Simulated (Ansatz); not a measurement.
# Digermane (Ge₂H₆): a ladder of functionals and wavefunction methods

An exercise on one series of results from a longer session: the logs are not shown, and one member is left open.

Method: functionals in def2-TZVPP, the program's frozen cores in correlated methods; program: Ansatz 0.2.0, Gaussian basis.

The runs, in order: LDA (SPW92), PBE-D4, revPBE-D4, BLYP-D4, r2SCAN-D4, B97M-V, PBE0-D4, B3LYP-D4, r2SCANh-D4, r2SCAN0-D4, HSE06-D4, BHLYP-D4, CAM-B3LYP-D4, LC-ωPBE, ωB97X-V, ωB97M-V, B2PLYP, PBE-QIDH; CCSD(T)/def2-SVP; CCSD(T)/def2-TZVPP; CCSD(T)/def2-QZVPP; extrapolation to the limit; RPA on PBE.

## The relaxed structure

The geometry comes from an earlier relaxation with PBE0-D4 in a triple-zeta def2 set; it is a stationary point, not always the lowest conformer.

SMILES `[GeH3][GeH3]`, 8 atoms, charge 0, spin multiplicity 1.

Atoms are counted from 1 here; the program's logs count them from 0.

Bond lengths: Ge1–Ge2 2.420 Å, Ge1–H3 1.537 Å, Ge1–H4 1.537 Å, Ge1–H5 1.537 Å, Ge2–H6 1.537 Å, Ge2–H7 1.537 Å, Ge2–H8 1.537 Å. Angles: Ge2–Ge1–H3 110.4°, Ge2–Ge1–H4 110.3°, Ge2–Ge1–H5 110.3°, H3–Ge1–H4 108.6°, H3–Ge1–H5 108.6°, H4–Ge1–H5 108.6°, Ge1–Ge2–H6 110.3°, Ge1–Ge2–H7 110.3°, Ge1–Ge2–H8 110.4°, H6–Ge2–H7 108.6°, H6–Ge2–H8 108.6°, H7–Ge2–H8 108.6°.

The first run:

Input file in.yaml:

```yaml
crystal:
  periodic: [false, false, false]
  atoms:
    - {symbol: Ge, position_ang: [-0.557150, 0.260243, -1.041086]}
    - {symbol: Ge, position_ang: [0.580313, -0.275071, 1.026903]}
    - {symbol: H, position_ang: [-0.351230, -0.862013, -2.071302]}
    - {symbol: H, position_ang: [-2.065039, 0.427355, -0.792983]}
    - {symbol: H, position_ang: [-0.008663, 1.571007, -1.627849]}
    - {symbol: H, position_ang: [0.359866, 0.840798, 2.061070]}
    - {symbol: H, position_ang: [2.090566, -0.425663, 0.782654]}
    - {symbol: H, position_ang: [0.043535, -1.593756, 1.606694]}
basis:
  gaussian: {orbitals: def2-TZVPP}
hamiltonian: {xc: lda}
output: {orbitals: {seedname: orbitals}}
```

The run is started by

```
$ ansatz run in.yaml --threads 2 --pin off --events-out ev --progress --plain --max-ram 20480MiB --backend cpu
```

Steps of the session up to this table: LDA; PBE-D4 (GGA); revPBE-D4 (GGA); BLYP-D4 (GGA); r2SCAN-D4 (meta-GGA); B97M-V (meta-GGA); PBE0-D4 (hybrid); B3LYP-D4 (hybrid); r2SCANh-D4 (hybrid); r2SCAN0-D4 (hybrid); HSE06-D4 (hybrid); BHLYP-D4 (hybrid); CAM-B3LYP-D4 (range-separated); LC-ωPBE (range-separated); ωB97X-V (range-separated); ωB97M-V (range-separated); B2PLYP (double hybrid); PBE-QIDH (double hybrid).

One of the session's tables, all rows but one given; the rest of the session is left out.

It belongs to the step «Orbital energies across the functionals». 

| functional | HOMO (eV) | LUMO (eV) | gap (eV) |
| --- | --- | --- | --- |
| LDA (SPW92) | -7.22 | -0.73 | 6.49 |
| PBE-D4 | -7.12 | -0.50 | 6.62 |
| revPBE-D4 | -7.08 | -0.40 | 6.68 |
| BLYP-D4 | -6.97 | -0.49 | 6.48 |
| r2SCAN-D4 | -7.41 | -0.11 | 7.29 |
| B97M-V | -7.50 | -0.28 | 7.21 |
| PBE0-D4 | -8.20 | 0.37 | 8.57 |
| B3LYP-D4 | ? | ? | ? |
| r2SCANh-D4 | -7.80 | 0.17 | 7.97 |
| r2SCAN0-D4 | -8.38 | 0.59 | 8.97 |
| HSE06-D4 | -7.81 | 0.00 | 7.81 |
| BHLYP-D4 | -9.16 | 1.17 | 10.33 |
| CAM-B3LYP-D4 | -9.44 | 1.25 | 10.68 |
| LC-ωPBE | -10.74 | 2.46 | 13.20 |
| ωB97X-V | -10.42 | 2.33 | 12.75 |
| ωB97M-V | -10.23 | 2.03 | 12.26 |

Q: Estimate the row for B3LYP-D4 from the others.

Worked estimate for «HOMO (eV)». Against the share of exact exchange, BLYP-D4 (0, -6.97), BHLYP-D4 (0.5, -9.16) give a slope of -4.38 per unit share; at 0.2 the line stands at -7.85.

The run gave: HOMO (eV): -7.99; LUMO (eV): 0.05; gap (eV): 8.04. In «HOMO (eV)» the line misses by +0.14.
